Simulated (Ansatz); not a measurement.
**HSeO+ (SMILES [OH+]=[Se]): one structure at several levels**

Aim: energy, forces and dipole at a frame of a short trajectory, from CCSD(T) and from density functionals.

Method: single points in def2-TZVPP; program: Ansatz 0.2.0, Gaussian basis.

Correlated methods freeze the cores. Filled d shells of the heavier atoms are correlated.

## Step 1: The starting structure

3 atoms, charge 1, spin multiplicity 1.

Atoms are counted from 1 here; the program's logs count them from 0.

Bond lengths: O1–Se2 1.628 Å, O1–H3 0.968 Å. Angles: Se2–O1–H3 120.0°.

Geometry (Å):

```
O     0.0925   -0.4373    0.0077
Se    0.6828    1.0035    0.4825
H    -0.7500   -0.4826   -0.4676
```

## Step 2: PBE-D4/def2-TZVPP

run/in.yaml

```yaml
crystal:
  periodic: [false, false, false]
  atoms:
    - {symbol: O, position_ang: [0.092532, -0.437288, 0.007666]}
    - {symbol: Se, position_ang: [0.682845, 1.003451, 0.482524]}
    - {symbol: H, position_ang: [-0.749954, -0.482615, -0.467568]}
basis:
  gaussian: {orbitals: def2-TZVPP}
total_charge: 1
hamiltonian: {xc: pbe, dispersion: d4}
output: {forces: true}
```

The run is started by

```bash
ansatz run in.yaml --threads 2 --pin off --events-out ev --progress --plain --max-ram 3481MiB
```

What it wrote:

```text
Functional definition: PBE
  name "PBE"
  cite "Perdew, Burke & Ernzerhof, Phys. Rev. Lett. 77, 3865 (1996) doi:10.1103/PhysRevLett.77.3865"
  parent pbe
  parameter kappa = 0.804
  parameter beta = 0.06672455060314922
  exchange = pbe_x(kappa = kappa, mu = beta*pi^2/3)
  correlation = pbe_c(beta = beta)
597 factors; their error is unknown
mean field evaluation 1: about -67370.2898 eV, gradient 1.1e2 eV
mean field evaluation 2: about -67238.1722 eV, gradient 2.1e2 eV
mean field evaluation 4: about -67389.3091 eV, gradient 2.9e1 eV
mean field evaluation 8: about -67389.2894 eV, gradient 1.3e1 eV
mean field evaluation 16: about -67390.8319 eV, gradient 2.2e-1 eV
mean field evaluation 32: about -67389.7505 eV, gradient 2.0e0 eV
mean field -67390.83190975 eV, -2476.5673935368 hartree, gradient 1.2e-5 eV, S^2 0.000000; 4 other end points of the search recorded, 0 dependent functions left out
the calculation of the forces begins
reference -67390.83193531 eV, -2476.5673944763 hartree; 21, 21 occupied and 72, 72 virtual orbitals, 597 factors
Total energy: -67390.85663669 eV, -2476.5683022352 hartree
Atom 0 at     0.092532    -0.437288     0.007666 Å, force    -0.041879    -3.179382    -0.343530 eV/Å
Atom 1 at     0.682845     1.003451     0.482524 Å, force     1.055591     2.962988     0.888070 eV/Å
Atom 2 at    -0.749954    -0.482615    -0.467568 Å, force    -1.013713     0.216395    -0.544540 eV/Å
Dipole moment:    -0.336285    -0.047831    -0.192688 e Å
```

Wall time 1.3 s (2 threads of AMD EPYC 7B13, shared host); peak memory 0.14 GiB.

## Step 3: r2SCAN-D4/def2-TZVPP

Changes to run/in.yaml since step 2:

```diff
@@ -9,3 +9,3 @@
 total_charge: 1
-hamiltonian: {xc: pbe, dispersion: d4}
+hamiltonian: {xc: r2scan, dispersion: d4}
 output: {forces: true}
```

The run is started by

```bash
ansatz run in.yaml --threads 2 --pin off --events-out ev --progress --plain --max-ram 3481MiB
```

What it wrote, shortened:

```text
Functional definition: r2SCAN
  name "r2SCAN"
  cite "Furness, Kaplan, Ning, Perdew & Sun, J. Phys. Chem. Lett. 11, 8208 (2020) doi:10.1021/acs.jpclett.0c02405"
  cite "Furness, Kaplan, Ning, Perdew & Sun, J. Phys. Chem. Lett. 11, 9248 (2020) doi:10.1021/acs.jpclett.0c03077"
  parent r2scan
[...]
597 factors; their error is unknown
[...]
mean field -67401.09843409 eV, -2476.9446813473 hartree, gradient 5.9e-6 eV, S^2 0.000000; 4 other end points of the search recorded, 0 dependent functions left out
[...]
reference -67401.09844150 eV, -2476.9446816197 hartree; 21, 21 occupied and 72, 72 virtual orbitals, 597 factors
Total energy: -67401.10355519 eV, -2476.9448695443 hartree
Atom 0 at     0.092532    -0.437288     0.007666 Å, force    -0.125731    -2.595670    -0.331602 eV/Å
Atom 1 at     0.682845     1.003451     0.482524 Å, force     0.778811     2.330041     0.669710 eV/Å
Atom 2 at    -0.749954    -0.482615    -0.467568 Å, force    -0.653080     0.265628    -0.338109 eV/Å
Dipole moment:    -0.340400    -0.045149    -0.194717 e Å
```

Wall time 2.5 s (2 threads of AMD EPYC 7B13, shared host); peak memory 0.15 GiB.

## Step 4: PBE0-D4/def2-TZVPP

Changes to run/in.yaml since step 3:

```diff
@@ -9,3 +9,3 @@
 total_charge: 1
-hamiltonian: {xc: r2scan, dispersion: d4}
-output: {forces: true}
+hamiltonian: {xc: pbe0, dispersion: d4}
+output: {forces: true, orbitals: {seedname: orbitals}}
```

The run is started by

```bash
ansatz run in.yaml --threads 2 --pin off --events-out ev --progress --plain --max-ram 3481MiB
```

What it wrote, shortened:

```text
Functional definition: PBE0
  name "PBE0"
  cite "Adamo & Barone, J. Chem. Phys. 110, 6158 (1999) doi:10.1063/1.478522"
[... 2 set-up lines as earlier in the session ...]
[...]
622 factors; their error is unknown
[...]
mean field -67392.61532049 eV, -2476.6329326726 hartree, gradient 1.6e-5 eV, S^2 0.000000; 1 other end points of the search recorded, 0 dependent functions left out
[...]
reference -67392.61533957 eV, -2476.6329333738 hartree; 21, 21 occupied and 72, 72 virtual orbitals, 622 factors
Total energy: -67392.63559424 eV, -2476.6336777191 hartree
Atom 0 at     0.092532    -0.437288     0.007666 Å, force    -0.137228    -2.189902    -0.297167 eV/Å
Atom 1 at     0.682845     1.003451     0.482524 Å, force     0.636695     1.943685     0.551412 eV/Å
Atom 2 at    -0.749954    -0.482615    -0.467568 Å, force    -0.499467     0.246217    -0.254245 eV/Å
Dipole moment:    -0.327546    -0.012561    -0.184254 e Å
```

Wall time 0.9 s (2 threads of AMD EPYC 7B13, shared host); peak memory 0.15 GiB.

## Step 5: wB97M-V/def2-TZVPP

Changes to run/in.yaml since step 4:

```diff
@@ -9,3 +9,3 @@
 total_charge: 1
-hamiltonian: {xc: pbe0, dispersion: d4}
-output: {forces: true, orbitals: {seedname: orbitals}}
+hamiltonian: {xc: {name: wB97M-V}}
+output: {forces: true}
```

The run is started by

```bash
ansatz run in.yaml --threads 2 --pin off --events-out ev --progress --plain --max-ram 3481MiB
```

What it wrote, shortened:

```text
Functional definition: wB97M-V
  name "wB97M-V"
  cite "Mardirossian & Head-Gordon, J. Chem. Phys. 144, 214110 (2016) doi:10.1063/1.4952647"
  cite "Becke, J. Chem. Phys. 107, 8554 (1997) doi:10.1063/1.475007"
  cite "Vydrov & Van Voorhis, J. Chem. Phys. 133, 244103 (2010) doi:10.1063/1.3521275"
  # Of w^i u^j: cxij and so on, Table III.
[...]
  gx(w, u) = 1 - cx + cx01*u + cx10*w
  gss(w, u) = css00 + css04*u^4 + css10*w + css20*w^2 + css43*w^4*u^3
  gos(w, u) = cos00 + cos10*w + (cos20 + cos21*u)*w^2 + (cos60 + cos61*u)*w^6
[...]
      + integral(e_c_pw_mod_opposite_spin*gos(b97_w_opposite, b97_u_opposite)) + vv10(b, c)
605 factors; their error is unknown
107 factors; integrals over basis functions are off by at most 8.0e-5 eV
[...]
mean field -67398.45106920 eV, -2476.8473924821 hartree, gradient 2.8e-5 eV, S^2 0.000000; 1 other end points of the search recorded, 0 dependent functions left out
[...]
reference -67398.45109946 eV, -2476.8473935942 hartree; 21, 21 occupied and 72, 72 virtual orbitals, 605 factors
Total energy: -67398.45109946 eV, -2476.8473935942 hartree
Atom 0 at     0.092532    -0.437288     0.007666 Å, force    -0.147168    -2.162970    -0.300009 eV/Å
Atom 1 at     0.682845     1.003451     0.482524 Å, force     0.631857     1.922523     0.546578 eV/Å
Atom 2 at    -0.749954    -0.482615    -0.467568 Å, force    -0.484689     0.240447    -0.246570 eV/Å
Dipole moment:    -0.321040     0.006201    -0.178730 e Å
```

It took 4.7 s on 2 threads of AMD EPYC 7B13, shared host; peak memory 0.24 GiB.

## Step 6: CCSD(T)/def2-TZVPP

Changes to run/in.yaml since step 5:

```diff
@@ -9,3 +9,3 @@
 total_charge: 1
-hamiltonian: {xc: {name: wB97M-V}}
+correlation: {method: ccsd_t}
 output: {forces: true}
```

The run is started by

```bash
ansatz run in.yaml --threads 2 --pin off --events-out ev --progress --plain --max-ram 3481MiB
```

What it wrote, shortened:

```text
Functional definition: HF
  name "HF"
  cite "Fock, Z. Phys. 61, 126 (1930) doi:10.1007/BF01340294"
[... 1 set-up line as earlier in the session ...]
[...]
608 factors; integrals over basis functions are off by at most 9.7e-4 eV
[...]
mean field -67346.29893279 eV, -2474.9308368190 hartree, gradient 2.9e-6 eV, S^2 0.000000; 5 other end points of the search recorded, 0 dependent functions left out; unrestricted orbitals would lower it
determinant -67346.29893279 eV, -2474.9308368190 hartree, with singles and doubles -67359.72486935 eV, -2475.4242308874 hartree
determinant -67345.35138307 eV, -2474.8960150093 hartree, with singles and doubles -67358.63347347 eV, -2475.3841228283 hartree
unrestricted determinant -67347.42012639 eV, -2474.9720399238 hartree, S^2 1.0072
10 core orbitals not correlated: weight in the atoms' cores, before any rotation towards them, 1.000 or more for the frozen orbitals, at most 0.000 for the correlated occupied ones
reference -67346.29893279 eV, -2474.9308368190 hartree; 11, 11 occupied and 72, 72 virtual orbitals, 608 factors
second order -13.15499765 eV of doubles, -0.00000000 eV of singles
cycle   1  -13.36555154 eV  change   -8.2e-1 eV  update   1.7e-2
[...]
cycle  14  -13.38339433 eV  change   -9.6e-8 eV  update   2.5e-7
perturbative correction -0.56558987 eV, -0.0207850442 hartree
[...]
Total energy: -67360.24791698 eV, -2475.4434525333 hartree
Atom 0 at     0.092532    -0.437288     0.007666 Å, force    -0.289339    -2.764592    -0.440013 eV/Å
Atom 1 at     0.682845     1.003451     0.482524 Å, force     0.818859     2.465729     0.705746 eV/Å
Atom 2 at    -0.749954    -0.482615    -0.467568 Å, force    -0.529520     0.298862    -0.265733 eV/Å
Dipole moment:    -0.332129    -0.022169    -0.187782 e Å
```

Wall time 16 s (2 threads of AMD EPYC 7B13, shared host); peak memory 0.39 GiB.

## Step 7: Side by side

```
   method  RMS force component (eV/Å)  RMS error against CCSD(T) (eV/Å)  angle to CCSD(T) forces (°)
   PBE-D4                       1.573                             0.316                          7.3
r2SCAN-D4                       1.245                             0.111                          3.8
  PBE0-D4                       1.042                             0.280                          2.6
  wB97M-V                       1.029                             0.291                          2.3
  CCSD(T)                       1.317                         reference                    reference
```

Energy less the free neutral atoms in their ground states at the same level (atoms from separate runs):

Differences are taken before rounding.

```
      method                    rung  energy less atoms (eV)  from CCSD(T) (eV)
      PBE-D4                     GGA                   1.792             -0.690
   r2SCAN-D4                meta-GGA                   2.420             -0.063
     PBE0-D4                  hybrid                   2.476             -0.006
     wB97M-V  range-separated hybrid                   2.226             -0.256
Hartree-Fock            wavefunction                   5.763             +3.280
         MP2            wavefunction                   2.270             -0.212
        CCSD            wavefunction                   2.798             +0.315
     CCSD(T)            wavefunction                   2.483                  0
```

What each level took, beside its miss in the forces (shared host):

```
   method   time  RMS force error (eV/Å)
   PBE-D4  1.3 s                   0.316
r2SCAN-D4  2.5 s                   0.111
  PBE0-D4  0.9 s                   0.280
  wB97M-V  4.7 s                   0.291
  CCSD(T)   16 s                       0
```

## Step 8: What came out

| quantity | value |
| --- | --- |
| energy less free atoms, CCSD(T)/def2-TZVPP | 2.483 eV |
| RMS force component | 1.029 to 1.573 eV/Å over the methods |
| RMS force error | PBE-D4 0.316, r2SCAN-D4 0.111, PBE0-D4 0.280, wB97M-V 0.291 eV/Å |
| HOMO and LUMO, PBE0-D4 | -14.39 and -12.43 eV |
| T1 diagnostic | 0.019 |

**Reading.** Against CCSD(T) the functionals' energies less atoms differ by -0.690 to -0.006 eV, PBE-D4 by -0.690 eV. CCSD(T) in triple zeta still lacks some correlation energy of the bonds, so part of these gaps is its own basis error and they don't rank the functionals. On forces the order runs from r2SCAN-D4 to PBE-D4. Frozen-core CCSD(T) forces in triple zeta carry basis errors of their own, and this is one geometry, so small gaps rank nothing. The restricted Hartree–Fock reference is unstable towards an unrestricted one at one or more of these structures.
